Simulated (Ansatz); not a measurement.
# CH7FO2Si2: a ladder of functionals and wavefunction methods

How much do the methods differ for CH7FO2Si2? The plan is to run it at one geometry with functionals of several rungs and with coupled cluster, and see how far each lands from CCSD(T) at the basis-set limit for the atomisation energy.

Computed with Ansatz 0.2.0, Gaussian basis. Level: functionals in def2-TZVPP, the program's frozen cores in correlated methods.

Levels to be run: LDA (SPW92), PBE-D4, revPBE-D4, BLYP-D4, r2SCAN-D4, B97M-V, PBE0-D4, B3LYP-D4, r2SCANh-D4, r2SCAN0-D4, HSE06-D4, BHLYP-D4, CAM-B3LYP-D4, LC-ωPBE, ωB97X-V, ωB97M-V, B2PLYP, PBE-QIDH; CCSD(T)/def2-SVP; CCSD(T)/def2-TZVPP; MP2/def2-QZVPP; extrapolation to the limit; RPA on PBE.

## 1. The relaxed structure

An earlier PBE0-D4 in a triple-zeta def2 set relaxation fixed the geometry.

SMILES `C[Si@H](O)[Si@H](O)F`, 13 atoms, charge 0, spin multiplicity 1.

Atoms are counted from 1 here; the program's logs count them from 0.

Bond lengths: C1–Si2 1.859 Å, C1–H7 1.092 Å, C1–H8 1.093 Å, C1–H9 1.093 Å, Si2–O3 1.654 Å, Si2–Si4 2.353 Å, Si2–H10 1.494 Å, O3–H11 0.960 Å, Si4–O5 1.647 Å, Si4–F6 1.607 Å, Si4–H12 1.490 Å, O5–H13 0.959 Å. Angles: Si2–C1–H7 111.0°, Si2–C1–H8 110.6°, Si2–C1–H9 110.2°, H7–C1–H8 108.4°, H7–C1–H9 108.5°, H8–C1–H9 108.1°, C1–Si2–O3 108.6°, C1–Si2–Si4 114.0°, C1–Si2–H10 109.4°, O3–Si2–Si4 105.9°, O3–Si2–H10 110.9°, Si4–Si2–H10 108.1°, Si2–O3–H11 115.6°, Si2–Si4–O5 102.0°, Si2–Si4–F6 111.7°, Si2–Si4–H12 118.8°, O5–Si4–F6 109.6°, O5–Si4–H12 110.1° and more.

## 2. LDA

This LDA is Slater exchange with PW92 correlation.

in.yaml

```yaml
crystal:
  periodic: [false, false, false]
  atoms:
    - {symbol: C, position_ang: [-1.353913, 1.541485, -0.603844]}
    - {symbol: Si, position_ang: [-0.564369, -0.140281, -0.656345]}
    - {symbol: O, position_ang: [-1.558903, -1.215325, 0.112809]}
    - {symbol: Si, position_ang: [1.502204, -0.262841, 0.461885]}
    - {symbol: O, position_ang: [1.427468, -1.753749, 1.157476]}
    - {symbol: F, position_ang: [1.626931, 0.859205, 1.605025]}
    - {symbol: H, position_ang: [-1.452747, 1.895957, 0.423919]}
    - {symbol: H, position_ang: [-0.755070, 2.265249, -1.162892]}
    - {symbol: H, position_ang: [-2.348957, 1.504533, -1.054518]}
    - {symbol: H, position_ang: [-0.345816, -0.541849, -2.079067]}
    - {symbol: H, position_ang: [-1.118839, -1.947328, 0.551103]}
    - {symbol: H, position_ang: [2.756882, -0.128555, -0.330048]}
    - {symbol: H, position_ang: [2.205429, -2.111200, 1.589299]}
basis:
  gaussian: {orbitals: def2-TZVPP}
hamiltonian: {xc: lda}
output: {orbitals: {seedname: orbitals}}
```

Run with:

```sh
> ansatz run in.yaml --threads 2 --pin off --events-out ev --progress --plain --max-ram 32768MiB --backend cpu
```

Further steps of the session: PBE-D4 (GGA); revPBE-D4 (GGA); BLYP-D4 (GGA); r2SCAN-D4 (meta-GGA); B97M-V (meta-GGA); B3LYP-D4 (hybrid); r2SCANh-D4 (hybrid); r2SCAN0-D4 (hybrid); HSE06-D4 (hybrid); BHLYP-D4 (hybrid); CAM-B3LYP-D4 (range-separated); LC-ωPBE (range-separated); ωB97X-V (range-separated); ωB97M-V (range-separated); B2PLYP (double hybrid); PBE-QIDH (double hybrid); CCSD(T) in def2-SVP; CCSD(T) in def2-TZVPP; MP2 in def2-QZVPP; RPA on PBE orbitals.

**Question.** What will the summary of the whole plan be? Wanted: atomisation energy, CCSD(T)/CBS; farthest beyond LDA; mean size of error, GGA; mean size of error, meta-GGA; mean size of error, hybrid; mean size of error, range-separated; mean size of error, double hybrid; gap, smallest and largest; T1 diagnostic.

As calculated:

| quantity | value |
| --- | --- |
| atomisation energy, CCSD(T)/CBS | 51.201 eV |
| functionals within 0.256 eV (0.5 %) | PBE-D4, r2SCAN-D4, B97M-V, CAM-B3LYP-D4, ωB97X-V, ωB97M-V |
| farthest beyond LDA | BHLYP-D4 (-1.834 eV) |
| mean size of error, GGA | 0.596 eV |
| mean size of error, meta-GGA | 0.199 eV |
| mean size of error, hybrid | 0.888 eV |
| mean size of error, range-separated | 0.208 eV |
| mean size of error, double hybrid | 0.853 eV |
| gap, smallest and largest | 4.97 eV (LDA (SPW92)), 12.08 eV (LC-ωPBE) |
| T1 diagnostic | 0.0119 |
| triples share of the correlation energy | 3.3 % |

**Reading.** LDA overbinds by 6.631 eV (13 %). PBE-D4 misses by +0.143 eV. Double hybrids carry the basis error of their MP2 part in triple zeta, and no dispersion term here, so their miss is partly the set-up's. The rungs meta-GGA, range-separated miss on average by less than the doubt on the reference (0.256 eV), so they tie. The reference freezes the cores and leaves out relativity and excitations past (T), so misses under about 0.256 eV can't be ranked. Hartree-Fock recovers 73 % of the binding; the rest is correlation. CCSD(T) in def2-SVP is off by -4.081 eV, worse than the median functional, from the basis alone. Orbital gaps span 5.0 to 12.1 eV; exact exchange widens them.
